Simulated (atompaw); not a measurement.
**Pseudopotential generation for Pt: PAW (atompaw), PBE**

Aim: build the potential from the settings below, then test how well it stands in for the atom: scattering, ghost states and the plane-wave cutoff that it needs.

The numbers are computed with atompaw 4.2.0.5 (PBE, scalar-relativistic, spin-unpolarised reference atom).

### 1 Settings

The settings as typed:

```json
{
 "element": "platinum (Pt, Z = 78)",
 "type": "PAW",
 "frozen core": "[Kr] 4d10 4f14",
 "valence charge": "18",
 "reference configuration": "5s2 5p6 5d9 6s0 6p0 (charge +1)",
 "partial waves": "5s (bound); 6s (bound, empty); 5p (bound); 6p (bound, empty); 5d (bound); 5d channel at 1.4 Ry",
 "local potential": "bessel scheme, radius 1.85 bohr",
 "core correction": "smooth core density matched at 1.35 bohr",
 "augmentation charge": "gaussian compensation charge, radius 1.70 bohr; PAW radius 1.95 bohr; waves and projectors: bloechl"
}
```

The nodes and maxima of the atom's own shells, from an earlier all-electron run, set the scale for the radii.

All-electron outer shells of the reference configuration (PBE, scalar-relativistic, ld1.x):

| shell | level (eV) | outermost node (bohr) | outermost maximum (bohr) |
| --- | --- | --- | --- |
| 4d | -315.02 | 0.20 | 0.42 |
| 5s | -110.05 | 0.49 | 0.87 |
| 4f | -78.27 | – | 0.38 |
| 5p | -64.30 | 0.53 | 0.98 |
| 5d | -14.30 | 0.57 | 1.26 |
| 6s | -12.88 | 1.14 | 2.30 |
| 6p | -6.66 | 1.35 | 3.10 |

### 2 Generating the potential

Pt.input

```
Pt 78
GGA-PBE scalarrelativistic loggrid 2001 logderivrange -10 5 376
6 6 5 4 0 0
6 0 0
6 1 0
5 2 9
0 0 0
c
c
c
c
v
v
c
c
c
v
v
c
c
v
c
2
1.95 1.70 1.85 1.35
n
n
y
1.4
n
bloechl gaussian
bessel
PWSCFOUT
UPFDX 0.0125d0 UPFXMIN -7.d0 UPFZMESH 78.d0
END
```

Command:

```bash
$ atompaw < Pt.input > Pt.log
```

**Question.** What will these runs give? Wanted: cutoffs for 10 and 1 mRy, occupied levels; bound ghosts; largest phase difference near zero energy, channels read; lowest eigenvalue of the overlap; share of valence orbitals outside the PAW sphere; UPF file.

The runs gave:

| quantity | value |
| --- | --- |
| cutoffs for 10 and 1 mRy, occupied levels | 50 Ry and 60 Ry |
| bound ghosts | none found |
| largest phase difference near zero energy, channels read | 0.003 rad |
| lowest eigenvalue of the overlap (Bessel basis) | 0.394 (s) |
| share of valence orbitals outside the PAW sphere | 5s 1 %, 6s 80 %, 5p 3 %, 6p 94 %, 5d 27 % |
| UPF file | written |

In words: By its cutoff, 50 Ry for the looser tolerance, it is of middling hardness. The Bessel-basis test finds no level below the valence levels. Near zero energy the phases of the channels with partial waves agree within 0.003 rad. Note that the frozen 4f shell (-78 eV) lies higher than the valence 5s shell (-110 eV). All of this concerns the isolated atom, not yet a solid.
